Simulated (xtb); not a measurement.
# GeSi3H10O (SMILES O[SiH]([SiH3])[SiH2][GeH3]) at GFN2-xTB

What is the electronic atomisation energy of GeSi3H10O at GFN2-xTB? 

The calculation is run with xtb 6.7.1.

9 further runs of the same task are left out: 9 set aside as unsound or not needed.

## (1) The system as given

GeSi3H10O has 15 atoms, charge 0, and is taken as a singlet. SMILES: `O[SiH]([SiH3])[SiH2][GeH3]`. The shape comes from GFN2-xTB, which is rough for such elements, and wasn't checked as a minimum. This is one conformer, not always the lowest.

Bond lengths: O1–Si2 1.639 Å, Si2–Si3 2.322 Å, Si2–Si4 2.329 Å, Si4–Ge5 2.335 Å, O1–H6 0.951 Å, Si2–H7 1.469 Å, Si3–H8 1.466 Å, Si3–H9 1.471 Å, Si3–H10 1.465 Å, Si4–H11 1.476 Å, Si4–H12 1.470 Å, Ge5–H13 1.504 Å, Ge5–H14 1.503 Å, Ge5–H15 1.502 Å. Some angles: O1–Si2–Si3 111.2°, O1–Si2–Si4 109.2°, Si3–Si2–Si4 114.8°, Si2–Si4–Ge5 111.2°, O1–Si2–H7 97.3°, Si3–Si2–H7 112.2°, Si4–Si2–H7 110.7°, Si2–O1–H6 123.7°, Si2–Si3–H8 115.5°, Si2–Si3–H9 111.7°.

## (2) Energy and forces at GFN2-xTB

xcontrol reads:

```
$chrg 0
$spin 0
$end
```

coord reads:

```
$coord angs
    -1.4949700     0.2233800     2.4236600  O
    -0.4634000     0.5556800     1.1943300  Si
    -1.5165600     1.7741900    -0.4785200  Si
     0.5382000    -1.4226000     0.4807300  Si
     1.9986200    -1.0340500    -1.2993200  Ge
    -2.2900300    -0.2892000     2.3217100  H
     0.4871300     1.3714400     1.9623900  H
    -2.1759100     3.0083100    -0.0412400  H
    -2.5680300     0.9884300    -1.1433200  H
    -0.5494300     2.1449200    -1.5140400  H
    -0.4602500    -2.3986200     0.0031400  H
     1.2783800    -2.1790400     1.5014500  H
     3.0763400    -0.0156800    -1.0471400  H
     1.3604400    -0.5148700    -2.5573800  H
     2.7794600    -2.2122900    -1.8064500  H
$end
```

Launch:

```
$ xtb coord --gfn2 --grad -I xcontrol --json | tee run.log
```

The log of the run:

```text
* xtb version 6.7.1
[...]
          :  # basis functions                  54          :
[...]
          :  # electrons                        32          :
[...]
          :  Hamiltonian                  GFN2-xTB          :
[...]
          :  net charge                          0          :
          :  unpaired electrons                  0          :
[...]
   *** convergence criteria satisfied after 15 iterations ***
[...]
         ::                     SUMMARY                     ::
         :::::::::::::::::::::::::::::::::::::::::::::::::::::
         :: total energy             -16.299266622439 Eh    ::
         :: gradient norm              0.000887440503 Eh/a0 ::
         :: HOMO-LUMO gap              3.599394200242 eV    ::
         ::.................................................::
         :: SCC energy               -16.419215026433 Eh    ::
         :: -> isotropic ES            0.050305681656 Eh    ::
         :: -> anisotropic ES          0.000391971978 Eh    ::
         :: -> anisotropic XC          0.004255488276 Eh    ::
         :: -> dispersion             -0.011865372895 Eh    ::
         :: repulsion energy           0.119948403994 Eh    ::
         :: add. restraining           0.000000000000 Eh    ::
         :: total charge              -0.000000000000 e     ::
         :::::::::::::::::::::::::::::::::::::::::::::::::::::
[...]
        16        2.0000           -0.3519464              -9.5769 (HOMO)
        17                         -0.2196711              -5.9776 (LUMO)
[...]
     #   Z          covCN         q      C6AA      α(0)
     1   8 O        1.576    -0.508    23.121     6.488
     2  14 Si       3.564     0.373   101.938    19.429
     3  14 Si       3.691     0.366   100.580    19.210
     4  14 Si       3.704     0.346   101.014    19.247
     5  32 Ge       3.748     0.016   171.578    23.513
     6   1 H        0.808     0.287     0.759     1.368
     7   1 H        0.917    -0.102     5.644     3.716
     8   1 H        0.918    -0.106     5.781     3.761
     9   1 H        0.916    -0.123     6.435     3.968
    10   1 H        0.918    -0.132     6.810     4.081
    11   1 H        0.915    -0.118     6.259     3.913
    12   1 H        0.916    -0.099     5.524     3.676
    13   1 H        0.937    -0.074     4.718     3.396
    14   1 H        0.937    -0.072     4.677     3.381
[...]
molecular dipole:
                 x           y           z       tot (Debye)
 q only:       -0.738      -0.097       0.394
   full:       -0.808      -0.133       0.437       2.359
molecular quadrupole (traceless):
[...]
          | TOTAL ENERGY              -16.299266622439 Eh   |
          | GRADIENT NORM               0.000887440503 Eh/α |
          | HOMO-LUMO GAP               3.599394200242 eV   |
           -------------------------------------------------
[...]
```

Standard error:

```text
normal termination of xtb
```

It took 0.042 s on 1 thread of Intel Xeon Platinum 8488C (Sapphire Rapids), shared host.

## (3) The Ge atom: the energy at GFN2-xTB

start.xyz reads:

```xyz
1

Ge     0.00000000     0.00000000     0.00000000
```

Run the same way, it converges to -1.80809 Eh (log not shown).

## (4) The H atom: a single-point energy at GFN2-xTB

start.xyz reads:

```xyz
1
H
H      0.00000     0.00000     0.00000
```

Run the same way, it converges to -0.39348 Eh (log not shown).

## (5) The O atom: a single-point energy at GFN2-xTB

coord reads:

```
$coord angs
     0.0000000     0.0000000     0.0000000  O
$end
```

Launch:

```
$ xtb coord --sp -u 2 --gfn 2 --json > out.txt 2> xtb.err
```

The log of the run, shortened:

```text
* xtb version 6.7.1
[...]
          :  # basis functions                   4          :
[...]
          :  # electrons                         6          :
[...]
          :  Hamiltonian                  GFN2-xTB          :
[...]
          :  net charge                          0          :
          :  unpaired electrons                  2          :
[...]
   *** convergence criteria satisfied after 3 iterations ***
[...]
         ::                     SUMMARY                     ::
         :::::::::::::::::::::::::::::::::::::::::::::::::::::
         :: total energy              -3.767606950376 Eh    ::
         :: gradient norm              0.000000000000 Eh/a0 ::
         :: HOMO-LUMO gap              0.000000000000 eV    ::
         ::.................................................::
         :: SCC energy                -3.767606950376 Eh    ::
         :: -> isotropic ES            0.000000000000 Eh    ::
         :: -> anisotropic ES          0.000000000000 Eh    ::
         :: -> anisotropic XC          0.000000000000 Eh    ::
         :: -> dispersion              0.000000000000 Eh    ::
         :: repulsion energy           0.000000000000 Eh    ::
         :: add. restraining           0.000000000000 Eh    ::
         :: total charge              -0.000000000000 e     ::
         :::::::::::::::::::::::::::::::::::::::::::::::::::::
[...]
         4        1.3333           -0.5697291             -15.5031 (HOMO)
      -------------------------------------------------------------
[...]
molecular dipole:
                 x           y           z       tot (Debye)
 q only:        0.000       0.000       0.000
   full:        0.000       0.000       0.000       0.000
molecular quadrupole (traceless):
[...]
          | TOTAL ENERGY               -3.767606950376 Eh   |
          | GRADIENT NORM               0.000000000000 Eh/α |
          | HOMO-LUMO GAP              15.503117000000 eV   |
           -------------------------------------------------
[...]
```

Standard error:

```text
normal termination of xtb
```

Wall time 0.026 s (1 thread of Intel Xeon Platinum 8488C (Sapphire Rapids), shared host).

## (6) The Si atom: a single-point energy at GFN2-xTB

in.coord reads:

```
$coord angs
     0.0000000     0.0000000     0.0000000  Si
$end
```

Run the same way, it converges to -1.56961 Eh (log not shown).

## (7) What came out

At GFN2-xTB:

| quantity | value |
| --- | --- |
| molecule: total energy | -16.29927 Eh |
| molecule: dipole moment | 2.36 D |
| molecule: HOMO energy | -9.58 eV |
| molecule: LUMO energy | -5.98 eV |
| molecule: HOMO–LUMO gap | 3.60 eV |
| molecule: dispersion energy | -31.15 kJ/mol |
| molecule: largest force on an atom | 0.026 eV/Å |
| molecule: mean polarisability (D4 model) | 122.4 bohr³ |
| Ge atom: total energy | -1.80809 Eh |
| Ge atom: dipole moment | 0.00 D |
| Ge atom: HOMO energy (partly filled) | -6.11 eV |
| Ge atom: LUMO energy | -6.11 eV |
| Ge atom: mean polarisability (D4 model) | 41.6 bohr³ |
| H atom: total energy | -0.39348 Eh |
| H atom: dipole moment | 0.00 D |
| H atom: HOMO energy (partly filled) | -10.71 eV |
| H atom: mean polarisability (D4 model) | 5.0 bohr³ |
| O atom: total energy | -3.76761 Eh |
| O atom: dipole moment | 0.00 D |
| O atom: HOMO energy (partly filled) | -15.50 eV |
| O atom: mean polarisability (D4 model) | 5.2 bohr³ |
| Si atom: total energy | -1.56961 Eh |
| Si atom: dipole moment | 0.00 D |
| Si atom: HOMO energy (partly filled) | -4.84 eV |
| Si atom: LUMO energy | -4.84 eV |
| Si atom: mean polarisability (D4 model) | 38.9 bohr³ |
| electronic atomisation energy | 56.597 eV |

In words: The method runs without spin polarisation, so open shells lack the exchange term that lowers high spin: such energies come out too high. Taking the molecule apart into free atoms costs 56.60 eV (5461 kJ/mol), before zero-point energy and without spin-orbit coupling. Tight-binding and semi-empirical models aren't fitted to free atoms, so this value can be far from the true one.
